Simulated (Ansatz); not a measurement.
**The germanium atom (triplet): wave-function methods side by side, cc-pVQZ**

How much of the correlation energy of the germanium atom (triplet) does each wave-function method recover here?

Method: cc-pVQZ, core rule «outside noble gas», up to 14 orbitals frozen; program: Ansatz 0.2.0, Gaussian basis.

Plan: UHF; CCSD(T) on ROHF; Full CI.

## 1. The atom

A free atom, in its lowest state of this spin that the program finds. No spin-orbit coupling is included. The filled d shell of Ge may be among the frozen orbitals whatever the setting's name suggests; the logs give the count.

1 atom, charge 0, spin multiplicity 3.

## 2. UHF

in.yaml reads:

```yaml
crystal:
  periodic: [false, false, false]
  atoms:
    - {symbol: Ge, position_ang: [0.000000, 0.000000, 0.000000]}
basis:
  gaussian: {orbitals: cc-pVQZ}
magnetization: {spin_polarized: true, initial_magnetization: 2}
hamiltonian: {xc: hf}
output: {orbitals: {seedname: orbitals}}
```

Command:

```sh
ansatz run in.yaml --threads 1 --pin off --events-out ev --progress --plain --max-ram 2393MiB
```

Further steps of the session: CCSD(T) on ROHF; Full CI.

Q: Predict the results of all the runs planned. Wanted: FCI below the RHF energy; RMP2 from FCI; RCCSD from FCI; RCCSD(T) from FCI; T1 diagnostic; effectively unpaired electrons.

As calculated:

```
                         quantity       value
         FCI below the RHF energy  -1.9936 eV
                    RMP2 from FCI  +434.9 meV
                   RCCSD from FCI   +75.4 meV
                RCCSD(T) from FCI   +14.4 meV
levels within 1 kcal/mol (43 meV)    RCCSD(T)
                    T1 diagnostic       0.020
   effectively unpaired electrons        2.03
```

What this shows: RCCSD(T) misses by +14.4 meV, 0.7 % of the correlation energy. One determinant dominates. These misses are within one basis, not against nature.
